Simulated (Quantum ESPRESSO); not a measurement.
TaF3 in Quantum ESPRESSO: the effect of magnetic state

The system is TaF3.

```
CELL_PARAMETERS angstrom
3.90120 0.00000 0.00000
0.00000 3.90120 0.00000
0.00000 0.00000 3.90120
ATOMIC_POSITIONS crystal
Ta 0.00000 0.00000 0.00000
F 0.50000 0.00000 0.00000
F 0.00000 0.50000 0.00000
F 0.00000 0.00000 0.50000
```

Alike in all runs:

- Program: Quantum ESPRESSO 7.5
- Task: single point
- Functional: PBE
- Potentials or basis: SSSP 1.3 efficiency PBE
- Cutoff: 748 eV
- Density cutoff: 5987 eV
- k mesh: 5 × 5 × 5
- Occupations: gaussian, width 0.05 eV
- Hubbard terms: Ta d U = 5 eV

```tsv
magnetic state	spin	starting moments	fixed moment	pressure (GPa)
nm	no spin polarisation	-	-	28.5
nm_spin	collinear spin, zero start	[0.0, 0.0, 0.0, 0.0] μB	0 μB	28.5
fm	collinear spin, ferromagnetic start	[2.0, 0.0, 0.0, 0.0] μB	-	?
```

Problem. What does the run with magnetic state fm give?

Solution. Pressure 34.9 GPa.

Caveats: a pressure of tens of GPa on the cell as given is suspect, and the run, the potentials or the cell itself is likely at fault; U without spin polarisation on a metal has little footing (some runs); the total moment is fixed, so each spin has its own Fermi level (some runs).
